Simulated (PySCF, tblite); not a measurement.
# C6H15BOSi: geometry, infrared bands and NMR shifts

What infrared bands and NMR shifts should C6H15BOSi (`BOC[SiH2]C1CCCC1`) show?

Computed with tblite 0.8.0 and PySCF 2.14.0, with density-fitted response routines of our own, on a single molecule in the gas phase. Atoms are numbered from 0 throughout.

**1. The starting structure**

24 atoms, charge 0, multiplicity 1; geometry from: force field or distance geometry start.

Bonds of the start (Å): B0–O1 1.47, O1–C2 1.39, C2–Si3 1.85, Si3–C4 1.86, C4–C5 1.51, C5–C6 1.53, C6–C7 1.50, C7–C8 1.52, C8–C4 1.50, B0–H9 1.20, B0–H10 1.19, C2–H11 1.13, C2–H12 1.12, Si3–H13 1.49, Si3–H14 1.49, C4–H15 1.12, C5–H16 1.12, C5–H17 1.10, C6–H18 1.10, C6–H19 1.10, C7–H20 1.10, C7–H21 1.11, C8–H22 1.09, C8–H23 1.13.

**2. Relaxing the molecule with GFN2-xTB**

Job settings and geometry (Å):

```
{"job": {"kind": "relax", "xc": "GFN2-xTB", "basis": "xTB"}, "charge": 0, "multiplicity": 1}
B      2.950800     0.945000    -1.088100
O      3.207100    -0.494300    -1.198200
C      1.997900    -1.162500    -1.083500
Si     1.083900    -0.844000     0.489000
C     -0.763500    -0.926300     0.321200
C     -1.489700    -0.149800     1.400500
C     -1.366400     1.251300     0.801700
C     -1.983400     0.996200    -0.546900
C     -1.279600    -0.296000    -0.941200
H      1.821700     1.272900    -1.327500
H      3.536600     1.548900    -0.250400
H      1.361400    -0.854300    -1.964300
H      2.163300    -2.266700    -1.174200
H      1.492600    -1.808300     1.545800
H      1.510000     0.485900     1.008400
H     -1.042800    -2.010700     0.333000
H     -2.547700    -0.512500     1.386400
H     -1.018300    -0.246600     2.385400
H     -0.315800     1.530200     0.660300
H     -1.903300     2.008100     1.393400
H     -1.736500     1.844900    -1.206000
H     -3.071800     0.792500    -0.488800
H     -0.521000    -0.111200    -1.703800
H     -2.097300    -0.972800    -1.342100
```

Command:

```console
OMP_NUM_THREADS=1 python probes_run.py task.json out
```

One launch serves the whole session: the jobs run in the order shown.

**Question.** This job is followed by: GFN2-xTB harmonic vibrations, gas phase; GIAO PBE0/pcSseg-1 NMR shielding, non-relativistic, gas phase. What will the session give for the following? strongest single infrared mode (GFN2-xTB); zero-point energy (GFN2-xTB); 13C shifts against TMS (PBE0/pcSseg-1, means over atoms taken as alike); 1H shifts against TMS (PBE0/pcSseg-1, means over atoms taken as alike); 11B shifts against BF3·OEt2 (PBE0/pcSseg-1); 17O shifts against H2O (PBE0/pcSseg-1); 29Si shifts against TMS (PBE0/pcSseg-1).

**Answer**, as computed:

```
                                                               quantity                                               value
                              strongest single infrared mode (GFN2-xTB)                               2219 cm⁻¹, 364 km/mol
                                           zero-point energy (GFN2-xTB)                                      124.4 kcal/mol
13C shifts against TMS (PBE0/pcSseg-1, means over atoms taken as alike)                          66.2, 32.7, 27.0, 25.3 ppm
 1H shifts against TMS (PBE0/pcSseg-1, means over atoms taken as alike)  5.02, 4.41, 4.07, 1.81, 1.75, 1.72, 1.70, 1.50 ppm
                            11B shifts against BF3·OEt2 (PBE0/pcSseg-1)                                            44.7 ppm
                                 17O shifts against H2O (PBE0/pcSseg-1)                                           210.4 ppm
                                29Si shifts against TMS (PBE0/pcSseg-1)                                           -35.1 ppm
```

The optimisation took 233 steps and gained 1.623 eV; among the close pairs (by a distance rule), B0–O1 changed most, from 1.466 to 1.318 Å. No mode is imaginary among the 66: a minimum at this level. The strongest single mode, at 2219 cm⁻¹, moves mainly H14. Unscaled tight-binding wavenumbers are off by several per cent, some by more. Its intensities can rank the bands wrongly. At PBE0/pcSseg-1: Shielding is most anisotropic at O1 (span 469 ppm, paramagnetic term -267 ppm).
